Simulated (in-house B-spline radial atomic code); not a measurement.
**Bi⁷⁷⁺: binding energies from hole states**

Aim: binding energies of the shells of Bi⁷⁷⁺, from runs with electrons taken out, set against the orbital energies of the parent.

The numbers are computed with in-house B-spline radial atomic code version 1 (Dirac-Hartree-Fock, average of configuration, Fermi nucleus, basis-set limit), except any that are marked as measured or tabulated.

## (1) The atom as given

- element: bismuth (Z = 83)
- charge: +77
- electrons: 6
- configuration: [He] 2s2 2p2
- Hamiltonian: Dirac-Coulomb
- nucleus: Fermi, rms radius 5.521 fm

Outer shells as boxes (Hund's rule):

[He] 2s2 2p2
```
[He] core
2s [↑↓]
2p [↑ ][↑ ][  ]
```

The boxes draw the filling by Hund's rule, which heavy ions in jj coupling don't follow; these runs average over all states of the configuration.

Settings, as recorded:

```ini
Z = 83
electrons = 6.0
configuration = [He] 2s2 2p2
hamiltonian = dirac
method = hf
spin_polarised = False
nucleus = fermi
rms_radius = 5.5211
mass_number = 209
atomic_mass = 208.980398599
speed_of_light = 137.035999084
```

The reference is known from an earlier run: -11157.539790 hartree in all. Up to eight levels, counted from the top:

| orbital | occupation | energy (eV) | <r> (bohr) |
| --- | --- | --- | --- |
| 1s1/2 | 2 | -100454.1 | 0.01574 |
| 2s1/2 | 2 | -24585.7 | 0.06373 |
| 2p1/2 | 0.666667 | -24262.3 | 0.05192 |
| 2p3/2 | 1.33333 | -21760.0 | 0.06022 |

## (2) The 1s hole

Settings, as recorded:

```ini
Z = 83
electrons = 5.0
configuration = 1s1 2s2 2p2
hamiltonian = dirac
method = hf
spin_polarised = False
nucleus = fermi
rms_radius = 5.5211
mass_number = 209
atomic_mass = 208.980398599
speed_of_light = 137.035999084
```

## (3) The 2s hole

Changes to the settings of step 2:

```diff
@@ -2,3 +2,3 @@
 electrons = 5.0
-configuration = 1s1 2s2 2p2
+configuration = 1s2 2s1 2p2
 hamiltonian = dirac
```

## (4) The 2p hole

Changes to the settings of step 3:

```diff
@@ -2,3 +2,3 @@
 electrons = 5.0
-configuration = 1s2 2s1 2p2
+configuration = 1s2 2s2 2p1
 hamiltonian = dirac
```

**Question.** What does each hole state cost in eV, and how does that compare with the orbital energies or single holes?

The runs gave:

| hole | ΔSCF (eV) | with Breit, QED, recoil (eV) | −ε of the parent (eV) | −ε less ΔSCF (eV) |
| --- | --- | --- | --- | --- |
| 1s | 100441.3 | 99981.8 | 100454.1 | 12.85 |
| 2s | 24584.5 | 24522.1 | 24585.7 | 1.22 |
| 2p | 22592.7 | 22556.8 | - | - |

Relaxation of the remaining electrons brings each binding energy under −ε, by 12.9 eV for 1s and 1.22 eV for 2s. A dash stands where an open shell is averaged over j, so that no single parent level belongs to the hole. Values are for the free ion, measured from the vacuum level.
